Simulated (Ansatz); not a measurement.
Task: a calculation of the elastic constants of Ti, space group P6/mmm, with Ansatz's Python interface. Give the script and its output. Settings: PBEsol, PAW, cutoff 320 eV, 11×11×15 k-points, Methfessel-Paxton smearing of 0.01 eV.

```cif
data_structure
_symmetry_space_group_name_H-M 'P 1'
_symmetry_Int_Tables_number 1
_cell_length_a 4.6000
_cell_length_b 4.6000
_cell_length_c 2.8200
_cell_angle_alpha 90.000
_cell_angle_beta 90.000
_cell_angle_gamma 120.000
_cell_volume 51.68
loop_
_atom_site_label
_atom_site_type_symbol
_atom_site_fract_x
_atom_site_fract_y
_atom_site_fract_z
_atom_site_occupancy
Ti1 Ti 0.00000 0.00000 0.00000 1
Ti2 Ti 0.33333 0.66667 0.50000 1
Ti3 Ti 0.66667 0.33333 0.50000 1
```

The script, `ti.py`:
```python
"""Elastic constants of Ti."""

import ansatz as az
import numpy as np


def main() -> None:
    system = (
        az.Lattice.of([4.6, 0.0, 0.0], [-2.3, 3.98371686, 0.0], [0.0, 0.0, 2.82])
        .atom("Ti", [0.0, 0.0, 0.0])
        .atom("Ti", [1 / 3, 2 / 3, 0.5])
        .atom("Ti", [2 / 3, 1 / 3, 0.5])
    )

    calc = (
        system.calculation()
        .functional("PBEsol")
        .basis(320)
        .accuracy("medium")
        .occupations("methfessel_paxton", width=0.01)
        .kpoints(11, 11, 15)
    )
    result = calc.elastic(az.ElasticMode.CLAMPED_ION).run()
    elastic = result.elastic

    print(np.array2string(np.round(elastic.c_gpa, 1) + 0.0, suppress_small=True))
    print("Voigt stress of the unstrained cell (GPa, tension positive):", np.round(elastic.sigma0_gpa, 3) + 0.0)
    print("smallest eigenvalue of C:", round(elastic.stability.min_eigenvalue_gpa, 1), "GPa; tensor positive definite:", elastic.stability.min_eigenvalue_gpa > 0)
    # averaged moduli need a positive definite tensor
    if elastic.stability.min_eigenvalue_gpa > 0:
        for name, value in elastic.moduli.to_plain().items():
            print(f"{name:14s} {value:9.3f}")


if __name__ == "__main__":
    main()
```

```console
$ python ti.py
DeckWarning: basis.ecutwfc = 320 eV is below the records' recommended 420 eV, and the density's cutoff is lower with it unless basis.ecutrho_ratio is high enough to keep the records' density cutoff: compare with a run at a higher cutoff
[[194.7  69.5  36.6   0.    0.    0. ]
 [ 69.5 194.7  36.6   0.    0.    0. ]
 [ 36.7  36.7 255.1   0.    0.    0. ]
 [  0.    0.    0.   56.4   0.    0. ]
 [  0.    0.    0.    0.   56.4   0. ]
 [  0.    0.    0.    0.    0.   62.6]]
Voigt stress of the unstrained cell (GPa, tension positive): [5.332 5.332 3.514 0.    0.    0.   ]
smallest eigenvalue of C: 56.4 GPa; tensor positive definite: True
k_voigt_gpa      103.360
k_reuss_gpa      103.092
k_hill_gpa       103.226
g_voigt_gpa       68.535
g_reuss_gpa       64.954
g_hill_gpa        66.744
youngs_gpa       164.729
poisson            0.234
```
(Warnings from the package without file and line.)

Caveats:
- These settings explore the input space; cutoff and mesh may be short of convergence.
- The cutoff lies under the one recommended for these potentials.
- The run is spin-unpolarised.
- The cell isn't relaxed first, so the values belong to this volume.
- Under the recommended cutoff a pressure can be off by several GPa, even in sign.
- A positive definite tensor excludes instabilities under uniform strain alone; phonons elsewhere in the zone can still be imaginary.
- The cell stands under an uneven stress, so these stress-strain coefficients aren't symmetric, and eigenvalues smaller than that stress decide nothing.
- These are clamped-ion constants: where atoms have free coordinates under strain, the relaxed-ion ones can be far smaller or negative, so this tensor doesn't settle whether the crystal is stable.
- This isn't the structure that Ti takes at ambient conditions.
- Shear constants of a metal converge slowly with the k-point mesh and can be wrong in sign on a coarse one; the constants belong to the cell that was strained.
- Wall time of the script: 3.1 min on 1 thread of Arm Neoverse V1, on a shared host, peak memory 0.66 GiB.

(A comment or docstring line of the script was reworded after the run, the code is as it ran.)
